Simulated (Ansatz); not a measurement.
# Ag: the cost of one run

Method: DFT r2SCAN, scalar-relativistic, plane waves, PAW, in Ansatz 0.2.0.

1 further run of the same task is left out (set aside as unsound or not needed).

## 1. The starting structure

The structure is cubic, space group Fm-3m (No. 225). The conventional cell has a = 4.104 Å, b = 4.104 Å, c = 4.104 Å, α = 90.00°, β = 90.00°, γ = 90.00°. Ag (site symmetry m-3m) has 12 Ag at 2.90 Å as nearest neighbours.

As a file:

```xyz
1
Lattice="0.0000 2.0521 2.0521 2.0521 0.0000 2.0521 2.0521 2.0521 0.0000" Properties=species:S:1:pos:R:3 pbc="T T T"
Ag    0.0000    0.0000    0.0000
```

It is the result of an earlier relaxation at this level (volume 17.28 Å³/atom; gap on the mesh: none (metal)).

## 2. Static run: bands, density of states and charges

input.yaml

```yaml
crystal:
  lattice:
    - [0.0, 2.0520932789, 2.0520932789]
    - [2.0520932789, 0.0, 2.0520932789]
    - [2.0520932789, 2.0520932789, 0.0]
  atoms:
    - { symbol: Ag, position: [0.0, 0.0, 0.0] }
basis:
  ecutwfc: 500
kpoints:
  mp_grid: { grid: [18, 18, 18] }
  band_path:
    path:
      - [[0.0, 0.0, 0.0], [0.5, 0.0, 0.5], [0.625, 0.25, 0.625]]
      - [[0.375, 0.375, 0.75], [0.0, 0.0, 0.0], [0.5, 0.5, 0.5], [0.5, 0.25, 0.75], [0.5, 0.0, 0.5]]
    npoints: 14
hamiltonian:
  xc: r2scan
scf:
  occupations: { method: gaussian, width: 0.1 }
  n_extra_bands: 6
output:
  forces: true
  stress: true
  eigenvalues: true
  populations: true
  dos: { projected: true, de: 0.02, nscf_kmesh: { grid: [27, 27, 27] } }
  bader: true
  write_density: true
  write_potential: true
  elf: true
  volumetric_format: npy
```

Run with:

```
> ansatz run input.yaml --threads 1 --pin off --max-ram 2560MiB --backend cpu --events-out ev --progress --plain --runs-dir out
```

What time and memory should one allow on 1 thread of Arm Neoverse V1, shared host?

About 20 s, with a peak of 0.39 GiB.
